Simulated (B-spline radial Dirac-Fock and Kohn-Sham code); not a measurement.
# Os⁶⁹⁺: core levels and X-ray properties

Wanted for Os⁶⁹⁺: its X-ray form factor and Compton profile, the binding energy of each subshell and its two-hole states.

Method: a free atom or ion on a radial basis; each step names its model; computed with B-spline radial Dirac-Fock and Kohn-Sham code, version 2.

## 1. The system

Os⁶⁹⁺, configuration [He] 2s2 2p3.

| Quantity | Value |
| --- | --- |
| nuclear charge | 76 |
| electrons | 7 |
| mass number | 192 |
| nuclear rms radius | 5.4126 fm |

## 2. X-ray scattering functions

Model: Dirac-Fock average of configuration, finite nucleus; form factor of the spherical density, Waller-Hartree incoherent function, impulse-approximation Compton profiles.

Settings, as recorded:

```ini
task = scatter
Z = 76
charge = 69
configuration = 1s2 2s2 2p3
mass_number = 192
rms_radius = 5.4126  # fm
s = [0.0, 0.08, 0.1, 0.13, 0.16, 0.2, 0.24, 0.3, 0.37, 0.46, 0.58, 0.72, 0.89, 1.11, 1.38, 1.71, 2.12, 2.64, 3.28, 4.07, 5.06, 6.29, 7.81]  # 1/A
pz = [0, 0.1, 0.2, 0.3, 0.4, 0.5, 0.6, 0.8, 1.0, 1.2, 1.4, 1.6, 1.8, 2.0, 2.5, 3.0, 4.0, 5.0, 7.0, 10.0, 15.0, 20.0, 30.0, 40.0, 60.0, 100.0]  # a.u.
photon_energy = [1000, 2000, 10000, 20000, 100000, 200000, 500000, 1000000]  # eV
```

Main fields of the result record, rounded:

```text
{
  "status": "converged",
  "form_factor [e]": [7.0, 6.9987, 6.9979, 6.9965, 6.9947, 6.9916, 6.988, 6.9812, 6.9715, 6.956, 6.9302, 6.8929, 6.8373, 6.7493, 6.6181, 6.4262, 6.1466, 5.7422, 5.1987, 4.5125, 3.7108, 2.8949, 2.1959],
  "incoherent": [1.4157e-11, 0.0018226, 0.0028474, 0.0048111, 0.0072859, 0.011379, 0.016377, 0.025563, 0.038826, 0.059872, 0.094813, 0.14528, 0.2201, 0.33775, 0.51141, 0.76146, 1.1174, 1.6149, 2.2502, 2.9974, 3.7917, 4.5162, 5.086],
  "compton_total [1/a.u.]": [0.13892, 0.13892, 0.13891, 0.13889, 0.13887, 0.13884, 0.13881, 0.13872, 0.13861, 0.13847, 0.1383, 0.13811, 0.1379, 0.13766, 0.13696, 0.13611, 0.13398, 0.13131, 0.12456, 0.11181, 0.087781, 0.065661, 0.035982, 0.021255, 0.0090247, 0.0021948],
  "shells": ["1s1/2", "2s1/2", "2p1/2", "2p3/2"],
  "occupation": [2.0, 2.0, 1.0, 2.0],
  "mean_momentum [a.u.]": [80.423, 29.796, 38.945, 34.374],
  "r2 [bohr^2]": 0.028362,
  "r_inverse [1/bohr]": 287.35,
  "r1 [bohr]": 0.37231,
  "coherent [b]": [32.591, 32.572, 31.974, 30.225, 10.758, 4.1796, 0.94611, 0.26462],
  "incoherent_cross_section [b]": [0.00061288, 0.0024372, 0.057616, 0.21031, 1.6529, 1.973, 1.7825, 1.4017],
  "radial_jk": {
    "2p": {"j0": [1.0, 0.99976, 0.99963, 0.99937, 0.99905, 0.99851, 0.99786, 0.99666, 0.99493, 0.99217, 0.98759, 0.98094, 0.97105, 0.9554, 0.93205, 0.8979, 0.84812, 0.77606, 0.67908, 0.55639, 0.41261, 0.26575, 0.14023], "j2": [0.0, 9.5153e-05, 0.00014866, 0.00025118, 0.00038038, 0.00059408, 0.00085501, 0.0013346, 0.0020271, 0.0031259, 0.0049503, 0.0075856, 0.011493, 0.017635, 0.0267, 0.039739, 0.058251, 0.08393, 0.1161, 0.15206, 0.18524, 0.20394, 0.19759], "r2": 0.0050442, "r4": 4.9793e-05, "r6": 8.0875e-07}
  }
}
```

The scattering functions against s = sin θ / λ:

```
s (1/Å)  f (e)  f / N      S(s)
      0  7.000  1.000         0
  0.100  6.998  1.000  0.002847
  0.160  6.995  0.999  0.007286
  0.240  6.988  0.998   0.01638
  0.370  6.971  0.996   0.03883
  0.580  6.930  0.990   0.09481
  0.890  6.837  0.977    0.2201
   1.38  6.618  0.945    0.5114
   2.12  6.147  0.878     1.117
   3.28  5.199  0.743     2.250
   5.06  3.711  0.530     3.792
   7.81  2.196  0.314     5.086
```

## 3. Binding energies

Model: Dirac-Fock average of configuration, Delta-SCF, finite nucleus, first-order Breit with its frequency dependence, self-energy and vacuum polarisation.

The run's settings:

```ini
task = binding
```

Main fields of the result record, rounded:

```text
{
  "status": "converged",
  "shells": ["K", "L1", "L2,3"],
  "total_energy_parts [Ha]": [-9824.20057, 11.44751, -0.779399184, -0.153234085, 14.6137915, -2.78251208],
  "koopmans [eV]": [81816.3, 19633.9, 18206.2],
  "dirac_coulomb [eV]": [81801.2, 19632.4, 18204.3],
  "gaunt [eV]": [-229.047, -26.3038, -33.3822],
  "retardation [eV]": [10.2199, 2.17586, 5.33206],
  "breit_frequency [eV]": [1.98935, -0.303459, 1.51872],
  "self_energy [eV]": [-164.999, -25.8794, -2.07534],
  "vacuum_polarisation [eV]": [32.174, 4.7149, 0.0411212],
  "binding [eV]": [81451.6, 19586.8, 18175.7],
  "mean_radius [bohr]": [0.0176833, 0.072078, 0.0667758]
}
```

total_energy_parts: Dirac-Coulomb, Gaunt, retardation, frequency dependence, self-energy, vacuum polarisation. 

The binding energies by parts, in eV; the parts add up.

```
level       -ε  relaxation    Breit      QED  binding
   1s  81816.3      -15.05  -216.84  -132.82  81451.6
   2s  19633.9       -1.52   -24.43   -21.16  19586.8
   2p  18206.2       -1.89   -26.53    -2.03  18175.7
```

## 4. Double vacancies and Auger multiplets

Model: Dirac-Fock average of configuration, Delta-SCF, finite nucleus, first-order Breit with its frequency dependence, self-energy and vacuum polarisation; two-hole levels by intermediate coupling within the shell, Auger rates as independent-particle Coulomb matrix elements.

The run's settings:

```ini
task = double
```

Main fields of the result record, rounded:

```text
{
  "status": "converged",
  "single_binding [eV]": {"K": 81451.57, "L1": 19586.75, "L2,3": 18175.74},
  "double_binding [eV]": {"KK": 164511.0, "L1L1": 39516.93}
}
```

Left out are hole states that did not converge, or in which two open shells of one symmetry are about equally filled, where the average of configuration falls too low.

The cost of two holes beyond the sum of single holes (eV):

```
holes    double  sum of singles       U
  K K  164511.0        162903.1  1607.9
L1 L1   39516.9         39173.5   343.4
```

## 5. What came out

| quantity | value |
| --- | --- |
| rms radius of the electron cloud | 0.0637 bohr |
| form factor halves at | 5.4 1/Å |
| Compton profile at zero | 0.1389 1/a.u. |
| deepest level listed, K (1s) | 81451.6 eV |
| least bound, L2,3 (2p) | 18175.7 eV |
| ionisation energy, NIST (theoretical) | 17620.0 eV |
| largest U, K K | 1607.9 eV |

In words: The form factor starts at the 7 electrons and halves by s = 5.4 1/Å. Incoherent scattering outweighs coherent from 500 keV on, among the energies asked. The K (1s) level lies 15.1 eV under Koopmans' value by relaxation alone; Breit gives -216.84 and QED -132.82 eV. NIST's ionisation energy differs by -555.74 eV from the least binding energy; the calculation averages open shells over their j components and terms. Two holes repel most in K K, by 1607.9 eV, and least in L1 L1, by 343.4 eV. The Hartree-Fock and Dirac-Fock values hold no electron correlation.
